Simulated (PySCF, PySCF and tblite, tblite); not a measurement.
# C₄H₆F₂O₂: telling isomers apart by computed NMR, part 3 of 3

PySCF and tblite. Atoms count from 0. Earlier steps stand in the parts before.

## 12. Shieldings, isomer A, conformer 1: WP04/cc-pVDZ

Job settings and geometry (Å):

```
{"job": {"xc": "WP04", "basis": "cc-pVDZ", "kind": "nmr", "pop": false}, "charge": 0, "multiplicity": 1}
F      1.867483     0.285645    -1.147707
C      1.196018     0.011597     0.016045
C      0.337475     1.211136     0.414638
O     -0.856176     1.270344    -0.339007
C     -1.596429     0.087738    -0.334338
O     -0.849483    -1.006946    -0.840251
C      0.342556    -1.244526    -0.214195
F      0.116868    -1.760140     1.051848
H      1.957114    -0.198775     0.778349
H      0.113723     1.142163     1.491373
H      0.882825     2.137917     0.214883
H     -1.958611    -0.151526     0.684421
H     -2.438987     0.229566    -1.019103
H      0.884945    -2.014667    -0.779120
```

What it wrote:

```text
coarse grid: 12408 points
cycle   1  E = -515.9017151796  dE =  1.278e+00  |g| = 1.393e+00  |ddm| = 7.545e+00
cycle   2  E = -515.3279285120  dE =  5.738e-01  |g| = 2.275e+00  |ddm| = 4.301e+00
cycle   3  E = -516.2203118321  dE = -8.924e-01  |g| = 1.680e-01  |ddm| = 2.750e+00
cycle   4  E = -516.2257374805  dE = -5.426e-03  |g| = 7.804e-02  |ddm| = 3.887e-01
cycle   5  E = -516.2268731402  dE = -1.136e-03  |g| = 2.222e-02  |ddm| = 1.230e-01
cycle   6  E = -516.2269555924  dE = -8.245e-05  |g| = 6.596e-03  |ddm| = 3.604e-02
cycle   7  E = -516.2269637194  dE = -8.127e-06  |g| = 1.206e-03  |ddm| = 9.293e-03
final grid: 122688 points
cycle   8  E = -516.2414160153  dE = -5.208e-05  |g| = 1.175e-02  |ddm| = 7.366e-02
cycle   9  E = -516.2413799377  dE =  3.608e-05  |g| = 1.845e-02  |ddm| = 4.149e-02
cycle  10  E = -516.2414436466  dE = -6.371e-05  |g| = 1.208e-03  |ddm| = 2.400e-02
cycle  11  E = -516.2414439629  dE = -3.162e-07  |g| = 3.484e-04  |ddm| = 2.615e-03
cycle  12  E = -516.2414439860  dE = -2.317e-08  |g| = 9.494e-05  |ddm| = 5.624e-04
cycle  13  E = -516.2414439873  dE = -1.250e-09  |g| = 3.546e-05  |ddm| = 1.473e-04
cycle  14  E = -516.2414439875  dE = -2.092e-10  |g| = 7.976e-06  |ddm| = 5.085e-05
converged SCF energy = -516.2414439875

GIAO shielding tensors (ppm)
atom      isotropic    diamagn.    paramagn.     s11        s22        s33       span
  0 F      393.351     473.769     -80.418    346.953    414.666    418.434     71.481
  1 C      104.785     249.069    -144.283     75.100     84.822    154.434     79.335
  2 C      122.878     249.805    -126.926    104.308    110.219    154.109     49.801
  3 O      278.401     393.588    -115.187    214.428    304.393    316.382    101.954
  4 C      102.729     248.458    -145.729     79.642    102.017    126.526     46.884
  5 O      233.472     394.836    -161.365    191.005    207.926    301.484    110.479
  6 C       84.308     248.518    -164.210     58.748     81.402    112.774     54.026
  7 F      347.705     477.060    -129.355    257.784    379.535    405.795    148.011
  8 H       27.909      30.808      -2.899     24.296     28.548     30.883      6.588
  9 H       27.976      31.935      -3.959     24.589     27.300     32.040      7.452
 10 H       27.757      29.242      -1.484     24.259     26.743     32.269      8.010
 11 H       26.697      31.516      -4.819     22.502     26.646     30.942      8.440
 12 H       27.075      28.848      -1.773     23.133     26.243     31.849      8.716
 13 H       26.228      29.212      -2.984     23.535     25.525     29.624      6.089
```

It took 8.8 s on 1 thread of AMD EPYC 9R45, shared host.

This run: HOMO -9.09 eV, LUMO -0.13 eV; dipole 1.47 D.

## 13. Single-point energy, isomer A, conformer 1: wB97X/pcseg-1

The job, as its differences from that of step 12:

```diff
@@ -1,2 +1,2 @@
-{"job": {"xc": "WP04", "basis": "cc-pVDZ", "kind": "nmr", "pop": false}, "charge": 0, "multiplicity": 1}
+{"job": {"xc": "wB97X", "basis": "pcseg-1", "kind": "sp"}, "charge": 0, "multiplicity": 1}
 F      1.867483     0.285645    -1.147707
```

What it wrote:

```text
coarse grid: 12408 points
cycle   1  E = -505.6386929159  dE =  1.594e+00  |g| = 1.013e+00  |ddm| = 3.613e+00
cycle   2  E = -505.6434375902  dE = -4.745e-03  |g| = 1.074e+00  |ddm| = 1.338e+00
cycle   3  E = -505.8363630867  dE = -1.929e-01  |g| = 6.578e-02  |ddm| = 6.878e-01
cycle   4  E = -505.8371651124  dE = -8.020e-04  |g| = 2.822e-02  |ddm| = 6.599e-02
cycle   5  E = -505.8373235018  dE = -1.584e-04  |g| = 8.940e-03  |ddm| = 2.967e-02
cycle   6  E = -505.8373377615  dE = -1.426e-05  |g| = 2.652e-03  |ddm| = 8.415e-03
cycle   7  E = -505.8373393185  dE = -1.557e-06  |g| = 4.512e-04  |ddm| = 3.036e-03
final grid: 122688 points
cycle   8  E = -505.9300135744  dE = -9.685e-05  |g| = 7.453e-03  |ddm| = 3.601e-02
cycle   9  E = -505.9300151456  dE = -1.571e-06  |g| = 7.609e-03  |ddm| = 1.087e-02
cycle  10  E = -505.9300237319  dE = -8.586e-06  |g| = 5.304e-04  |ddm| = 4.563e-03
cycle  11  E = -505.9300238082  dE = -7.632e-08  |g| = 3.236e-04  |ddm| = 1.068e-03
cycle  12  E = -505.9300238318  dE = -2.355e-08  |g| = 6.354e-05  |ddm| = 3.384e-04
cycle  13  E = -505.9300238328  dE = -9.800e-10  |g| = 3.070e-05  |ddm| = 9.231e-05
converged SCF energy = -505.9300238328
```

Wall time 4.8 s (1 thread of AMD EPYC 9R45, shared host).

This run: HOMO -10.61 eV, LUMO 3.52 eV; dipole 1.61 D.

## 14. Shieldings, isomer A, conformer 2: WP04/cc-pVDZ

Job settings and geometry (Å):

```
{"job": {"xc": "WP04", "basis": "cc-pVDZ", "kind": "nmr", "pop": false}, "charge": 0, "multiplicity": 1}
F     -2.285035     0.517864     0.458090
C     -1.122562     0.349969    -0.249962
C     -0.061804     1.303635     0.305388
O      1.185452     0.939547    -0.242497
C      1.595212    -0.384044     0.027295
O      0.564536    -1.167747     0.588046
C     -0.647183    -1.100556    -0.058929
F     -0.546403    -1.676278    -1.305550
H     -1.351086     0.544602    -1.304363
H     -0.256278     2.334624    -0.001019
H     -0.055963     1.242648     1.404029
H      1.943328    -0.826855    -0.921091
H      2.411248    -0.383392     0.767176
H     -1.374141    -1.694490     0.511222
```

What it wrote:

```text
coarse grid: 12408 points
cycle   1  E = -515.9070135829  dE =  1.269e+00  |g| = 1.374e+00  |ddm| = 7.528e+00
cycle   2  E = -515.4082982666  dE =  4.987e-01  |g| = 2.177e+00  |ddm| = 4.156e+00
cycle   3  E = -516.2158057955  dE = -8.075e-01  |g| = 1.503e-01  |ddm| = 2.612e+00
cycle   4  E = -516.2204263357  dE = -4.621e-03  |g| = 6.381e-02  |ddm| = 3.703e-01
cycle   5  E = -516.2212619121  dE = -8.356e-04  |g| = 2.104e-02  |ddm| = 1.124e-01
cycle   6  E = -516.2213354913  dE = -7.358e-05  |g| = 6.765e-03  |ddm| = 3.198e-02
cycle   7  E = -516.2213434032  dE = -7.912e-06  |g| = 1.209e-03  |ddm| = 8.532e-03
final grid: 122688 points
cycle   8  E = -516.2352397880  dE = -5.180e-05  |g| = 1.164e-02  |ddm| = 7.028e-02
cycle   9  E = -516.2352028408  dE =  3.695e-05  |g| = 1.850e-02  |ddm| = 4.115e-02
cycle  10  E = -516.2352669910  dE = -6.415e-05  |g| = 1.061e-03  |ddm| = 2.393e-02
cycle  11  E = -516.2352672278  dE = -2.368e-07  |g| = 2.764e-04  |ddm| = 2.332e-03
cycle  12  E = -516.2352672429  dE = -1.511e-08  |g| = 6.935e-05  |ddm| = 4.773e-04
cycle  13  E = -516.2352672437  dE = -7.393e-10  |g| = 3.610e-05  |ddm| = 1.358e-04
cycle  14  E = -516.2352672439  dE = -2.227e-10  |g| = 9.747e-06  |ddm| = 4.832e-05
converged SCF energy = -516.2352672439

GIAO shielding tensors (ppm)
atom      isotropic    diamagn.    paramagn.     s11        s22        s33       span
  0 F      392.904     471.501     -78.597    358.642    406.702    413.369     54.727
  1 C       99.370     250.567    -151.197     78.282     83.180    136.649     58.368
  2 C      127.396     250.316    -122.920    101.955    116.892    163.341     61.386
  3 O      297.924     395.329     -97.405    242.725    295.693    355.353    112.628
  4 C      102.773     247.948    -145.175     82.869     97.798    127.651     44.782
  5 O      236.384     395.358    -158.973    196.608    239.910    272.635     76.028
  6 C       79.769     249.353    -169.584     59.061     78.085    102.161     43.100
  7 F      340.299     475.532    -135.233    251.340    383.092    386.466    135.127
  8 H       27.376      31.516      -4.141     25.209     28.108     28.810      3.602
  9 H       28.044      29.427      -1.383     24.778     27.312     32.043      7.265
 10 H       28.231      32.015      -3.783     25.110     27.042     32.542      7.432
 11 H       26.597      30.485      -3.889     22.962     25.695     31.134      8.172
 12 H       26.787      29.375      -2.587     22.289     26.158     31.915      9.626
 13 H       26.175      29.877      -3.702     24.118     25.522     28.885      4.767
```

Run time: 9.6 s. Hardware: 1 thread of AMD EPYC 9R45, shared host.

Key values: HOMO -8.87 eV, LUMO -0.35 eV; dipole 0.97 D.

## 15. Single-point energy, isomer A, conformer 2: wB97X/pcseg-1

The job, as its differences from that of step 14:

```diff
@@ -1,2 +1,2 @@
-{"job": {"xc": "WP04", "basis": "cc-pVDZ", "kind": "nmr", "pop": false}, "charge": 0, "multiplicity": 1}
+{"job": {"xc": "wB97X", "basis": "pcseg-1", "kind": "sp"}, "charge": 0, "multiplicity": 1}
 F     -2.285035     0.517864     0.458090
```

What it wrote:

```text
coarse grid: 12408 points
cycle   1  E = -505.6392005367  dE =  1.587e+00  |g| = 9.964e-01  |ddm| = 3.644e+00
cycle   2  E = -505.6500237697  dE = -1.082e-02  |g| = 1.038e+00  |ddm| = 1.238e+00
cycle   3  E = -505.8301912811  dE = -1.802e-01  |g| = 6.573e-02  |ddm| = 6.289e-01
cycle   4  E = -505.8309751671  dE = -7.839e-04  |g| = 2.733e-02  |ddm| = 6.286e-02
cycle   5  E = -505.8311201471  dE = -1.450e-04  |g| = 9.370e-03  |ddm| = 2.840e-02
cycle   6  E = -505.8311357187  dE = -1.557e-05  |g| = 2.763e-03  |ddm| = 8.461e-03
cycle   7  E = -505.8311374190  dE = -1.700e-06  |g| = 4.601e-04  |ddm| = 3.080e-03
final grid: 122688 points
cycle   8  E = -505.9235771382  dE = -9.724e-05  |g| = 7.212e-03  |ddm| = 3.709e-02
cycle   9  E = -505.9235782297  dE = -1.091e-06  |g| = 7.544e-03  |ddm| = 1.030e-02
cycle  10  E = -505.9235866389  dE = -8.409e-06  |g| = 4.530e-04  |ddm| = 4.420e-03
cycle  11  E = -505.9235867057  dE = -6.679e-08  |g| = 2.538e-04  |ddm| = 9.887e-04
cycle  12  E = -505.9235867208  dE = -1.517e-08  |g| = 4.599e-05  |ddm| = 2.640e-04
cycle  13  E = -505.9235867215  dE = -6.288e-10  |g| = 2.975e-05  |ddm| = 8.890e-05
converged SCF energy = -505.9235867215
```

Wall time 4.8 s (1 thread of AMD EPYC 9R45, shared host).

This run: HOMO -10.37 eV, LUMO 3.54 eV; dipole 0.92 D.

## 16. Boltzmann average, isomer A: properties at WP04/cc-pVDZ

Job settings and geometry (Å):

```
{"job": {"study": "conf", "smiles": "F[C@H]1COCO[C@@H]1F", "search": {"seed": 1293, "n_embed": 60, "ff_keep": 14, "window": 2.5, "nmax": 6, "temps": [250, 298.15, 350], "t_ref": 298.15, "order": 0.0005}, "level": {"nmr": {"xc": "WP04", "basis": "cc-pVDZ"}, "sp": {"xc": "wB97X", "basis": "pcseg-1"}, "alter": {"geometry": "GFN1-xTB"}, "change": "WP04/cc-pVDZ; energies wB97X/pcseg-1; GFN1-xTB geometries"}, "kind": "conf"}, "charge": 0, "multiplicity": 1}
F      1.867483     0.285645    -1.147707
C      1.196018     0.011597     0.016045
C      0.337475     1.211136     0.414638
O     -0.856176     1.270344    -0.339007
C     -1.596429     0.087738    -0.334338
O     -0.849483    -1.006946    -0.840251
C      0.342556    -1.244526    -0.214195
F      0.116868    -1.760140     1.051848
H      1.957114    -0.198775     0.778349
H      0.113723     1.142163     1.491373
H      0.882825     2.137917     0.214883
H     -1.958611    -0.151526     0.684421
H     -2.438987     0.229566    -1.019103
H      0.884945    -2.014667    -0.779120
```

What it wrote:

```text
conformer  sym    E(xTB)   E(DFT)   G(298.15 K)  weight  dipole/D
    1     C1      0.000    0.000    0.000   0.9978    1.615
    2     C1      1.793    4.039    3.613   0.0022    0.919

mean shielding (ppm) by class
class atoms           250 K   298.15 K      350 K
  0 F  0            393.351     393.35    393.348
  1 C  1            104.782    104.773    104.754
  2 C  2            122.881    122.889    122.905
  3 O  3            278.413    278.444    278.514
  4 C  4            102.729    102.729    102.729
  5 O  5            233.474    233.478    233.489
  6 C  6             84.305     84.298     84.281
  7 F  7              347.7    347.688    347.662
  8 H  8             27.909     27.908     27.906
  9 H  9             27.976     27.976     27.977
 10 H  10            27.758     27.758      27.76
 11 H  11            26.697     26.697     26.696
 12 H  12            27.075     27.074     27.073
 13 H  13            26.228     26.228     26.228
```

It took 28 s on 1 thread of AMD EPYC 9R45, shared host. This counts the runs that the step sums up.

Against the first level, at 298 K (shieldings, ppm; largest changes first):

```tsv
atoms	PBE0/pcSseg-1 in tetrahydrofuran	WP04/cc-pVDZ	change
O3	289.3	278.4	-10.8
C6	77.7	84.3	+6.6
C2	116.7	122.9	+6.2
C4	96.8	102.7	+5.9
F7	342.1	347.7	+5.6
F0	398.8	393.4	-5.4
C1	100.0	104.8	+4.8
O5	232.4	233.5	+1.0
H8	27.12	27.91	+0.78
H10	27.05	27.76	+0.70
```

Weights: from PBE0/pcSseg-1 in tetrahydrofuran energies 1: 100 %, 2: 0 %; from wB97X/pcseg-1 energies 1: 100 %, 2: 0 % (with a dispersion term where the level has one and the same thermal terms, so they don't follow from the SCF energies alone). Times: 59 s and 28 s.

## 17. Which isomer fits the signals?

Job settings and geometry (Å):

```
{"job": {"study": "set", "relation": "diastereomers", "members": [{"smiles": "[F:1][C@H:2]1[CH2:3][O:4][CH2:5][O:6][C@@H:7]1[F:8]"}, {"smiles": "[F:1][C@@H:2]1[CH2:3][O:4][CH2:5][O:6][C@@H:7]1[F:8]"}], "charge": 0, "search": {"seed": 1293, "n_embed": 60, "ff_keep": 14, "window": 2.5, "nmax": 6, "temps": [250, 298.15, 350], "t_ref": 298.15, "order": 0.0005}, "level": {"nmr": {"xc": "PBE0", "basis": "pcSseg-1", "solvent": "tetrahydrofuran"}, "j": {"xc": "B3LYP", "basis": {"default": "6-31G*", "H": "pcJ-1", "F": "pcJ-1"}, "nuclei": ["H", "F", "P", "Si", "B"]}}, "dp4": {"C": [2.0, 10], "H": [0.2, 10]}, "second_levels": [{"nmr": {"xc": "WP04", "basis": "cc-pVDZ"}, "wide": true, "sp": {"xc": "wB97X", "basis": "pcseg-1"}, "alter": {"geometry": "GFN1-xTB"}, "change": "WP04/cc-pVDZ; energies wB97X/pcseg-1; GFN1-xTB geometries"}], "kind": "set"}, "charge": 0, "multiplicity": 1}
F      1.879857     0.280856    -1.156190
C      1.202414     0.015309     0.008101
C      0.323078     1.204088     0.404242
O     -0.840559     1.277085    -0.389646
C     -1.568436     0.097641    -0.332565
O     -0.849274    -1.004395    -0.852741
C      0.333430    -1.237028    -0.205681
F      0.087499    -1.764484     1.055659
H      1.957498    -0.191661     0.775601
H      0.054917     1.095503     1.466085
H      0.862140     2.139410     0.247819
H     -1.877880    -0.124513     0.705709
H     -2.440012     0.217087    -0.977062
H      0.874651    -2.005371    -0.771498
```

What it wrote:

```text
isomer  G rel   conformers  SMILES
A     0.000      2   F[C@H]1COCO[C@@H]1F
B     0.425      1   F[C@@H]1COCO[C@@H]1F

signals of isomer A at the second level: probabilities [0.99707, 0.00293]
```

It took 1.9 min on 1 thread of AMD EPYC 9R45, shared host. This counts the whole study up to here.

The 2 candidates (diastereomers), with energies and dipoles from their ensembles above, at 298 K; shieldings at PBE0/pcSseg-1 in tetrahydrofuran:

```tsv
isomer	SMILES	conformers	ΔE	ΔG	μ rms (D)
A	F[C@H]1COCO[C@@H]1F	2	0.00	0.00	2.06
B	F[C@@H]1COCO[C@@H]1F	1	0.24	0.42	1.22
```

Energies in kcal/mol.

The signals of isomer A, computed at a second level (WP04/cc-pVDZ on GFN1-xTB geometries), stand in for a spectrum. The test takes 4 C values, 6 H values (hydrogens on carbon alone). Each candidate's shieldings are matched to them by assigned atoms (like hydrogens of one group may swap) by a straight-line fit, or by a shift alone where signals are few or close (slope 1; a small slope inflates the errors), and the errors are weighed by Student-t tails (C: width 2.0 ppm, H: width 0.2 ppm).

```tsv
candidate	C slope	C mean error	C largest	H slope	H mean error	H largest	P(C)	P(H)	P(all)
A	1.01	0.5	1.0	0.94	0.08	0.14	40.8	99.8	99.7
B	1.10	0.3	0.7	0.91	0.24	0.48	59.2	0.2	0.3
```

Errors in ppm, probabilities in per cent.

## 18. Summary of results

The summary covers parts 1 to 3.

| quantity | value |
| --- | --- |
| conformers, isomer A | 2; the first in weight is no. 1 (C1), 100 % at 298 K |
| root-mean-square dipole, isomer A | 2.06 D |
| averaged 13C shifts, isomer A (PBE0/pcSseg-1 in tetrahydrofuran) | 110.0, 90.9, 87.7, 71.0 ppm |
| averaged 1H shifts, isomer A (PBE0/pcSseg-1 in tetrahydrofuran) | 6.14, 5.47, 5.23, 4.64, 4.57, 4.32 ppm |
| averaged 19F shifts, isomer A (PBE0/pcSseg-1 in tetrahydrofuran) | -168.0, -224.7 ppm |
| conformers, isomer B | 1; the first in weight is no. 1 (C1), 100 % at 298 K |
| root-mean-square dipole, isomer B | 1.22 D |
| averaged 13C shifts, isomer B (PBE0/pcSseg-1 in tetrahydrofuran) | 110.2, 90.9, 87.6, 68.0 ppm |
| averaged 1H shifts, isomer B (PBE0/pcSseg-1 in tetrahydrofuran) | 6.27, 5.42, 5.12, 4.95, 4.48, 4.30 ppm |
| averaged 19F shifts, isomer B (PBE0/pcSseg-1 in tetrahydrofuran) | -187.4, -241.3 ppm |
| lowest in free energy | A, B, within 0.5 kcal/mol of one another |
| signals of A (WP04/cc-pVDZ on GFN1-xTB geometries) | best fit A, 100 % |

What this shows: Conformer 1 leads for isomer A with 100 % at 298 K, and its share goes from 100 % at 250 K to 100 % at 350 K. Among vicinal couplings, F0–H9 differs most between the conformers listed (38.7 for no. 1, -1.6 for no. 2; average 38.7 Hz). The search found one conformer for isomer B in the window, so the averages are its own values. Between PBE0/pcSseg-1 in tetrahydrofuran and WP04/cc-pVDZ, O3 of isomer A changes most, by 10.8 ppm of raw shielding (the geometries differ too); the energies behind both averages, dispersion terms included where typed, rank the same conformer first. The test names the right isomer, A, with 100 %. The stand-in spectrum is computed, so it shares conformers and some errors with the candidates; a measured one would test harder.
